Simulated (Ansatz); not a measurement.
Debugging a scan of one input key of CO2, space group I-42d (the Ansatz DFT code, driven from Python).

`co2_edit.py`:
```python
"""Editing single keys of the input for CO2."""

import logging
import sys

import ansatz as az

logging.basicConfig(stream=sys.stdout, format="[%(levelname)s] %(message)s")
log = logging.getLogger("co2")
log.setLevel(logging.INFO)

crystal = (
    az.Lattice.of((-1.974727, 1.974727, 3.014058), (1.974727, -1.974727, 3.014058), (1.974727, 1.974727, -3.014058))
    .atom("C", (0.75, 0.25, 0.5))
    .atom("C", (0.0, 0.0, 0.0))
    .atom("O", (0.709798, 0.125, 0.084798))
    .atom("O", (0.040202, 0.625, 0.915202))
    .atom("O", (0.375, 0.290202, 0.415202))
    .atom("O", (0.75, 0.25, 0.5))
)

calc = (
    crystal.calculation()
    .functional("r2scan", dispersion="d3bj")
    .basis(600)
    .kpoints(6, 6, 6)
    .occupations("fixed")
    .scf(max_iterations=70)
    .band_table()
)
typed = calc.input()
rows = []
for value in [4, 6, 9]:
    edited = typed.set(az.key.basis.ecutrho_ratio, value)
    r = az.Session.from_dict(edited).plan().execute().report
    rows.append((value, r["free_energy_ev"], r["n_iterations"], len(r["eigenvalues_ev"][0]) if "eigenvalues_ev" in r else 0))
lines = [",".join(["density ratio", "F eV", "iterations", "bands listed"])] + [",".join(f"{v:.4f}" if isinstance(v, float) else str(v) for v in row) for row in rows]
print("\n".join(lines))
with open("edit.csv", "w") as handle:
    handle.write("\n".join(lines) + "\n")
```

```console
$ python co2_edit.py
Traceback (most recent call last):
  File "co2_edit.py", line 35, in <module>
    r = az.Session.from_dict(edited).plan().execute().report
        ~~~~~~~~~~~~~~~~~~~~^^^^^^^^
ansatz.RefusalError: atoms 0 (C) and 5 (O) coincide: fractional positions [0.75, 0.25, 0.5] and [0.75, 0.25, 0.5] are 0.00e0 Å apart, within the symmetry tolerance 1e-5 (fractional) on every axis — remove the duplicate or separate the sites (indices count the expanded atom list at the failing check: the typed cell's during the `space_group:` round-trip, otherwise the final one with `supercell:` and `defects:` applied)
```

What is wrong, and how is it mended?

The fault: two atoms stand on one site, or all but. The change:

```diff
--- before
+++ after
@@ -12,9 +12,7 @@
 crystal = (
-    az.Lattice.of((-1.974727, 1.974727, 3.014058), (1.974727, -1.974727, 3.014058), (1.974727, 1.974727, -3.014058))
-    .atom("C", (0.75, 0.25, 0.5))
-    .atom("C", (0.0, 0.0, 0.0))
-    .atom("O", (0.709798, 0.125, 0.084798))
-    .atom("O", (0.040202, 0.625, 0.915202))
-    .atom("O", (0.375, 0.290202, 0.415202))
-    .atom("O", (0.75, 0.25, 0.5))
+    az.Lattice.from_parameters(3.949454, 3.949454, 6.028116, alpha=90, beta=90, gamma=90)
+    .space_group(122, hermann_mauguin="I-42d")
+    .atom("C", (0.0, 0.5, 0.25))
+    .atom("O", (0.75, 0.334798, 0.375))
+    .primitive()
 )
```

The mended script runs so:

```console
$ python co2_edit.py
DeckWarning: the engine holds no damping parameters fitted to this dispersion correction and functional, so the run takes those fitted to r2scan beside the three-body term, which d3bj leaves out (hamiltonian.dispersion, under Limitations)
density ratio,F eV,iterations,bands listed
4,-2773.2534,7,20
6,-2773.2534,7,20
9,-2773.2534,7,20
```
(Warnings from the package without file and line, repeats left out.)

Total energies depend on the potentials; only differences at equal settings carry meaning. A total without «per atom» is that of the cell as typed. The dispersion term runs with damping parameters of another functional. The structure comes from a database of computed cells and needn't be a stable or known phase. Hardware and time: 34 s on 1 thread of Arm Neoverse V1 (shared host), peak memory 0.79 GiB.
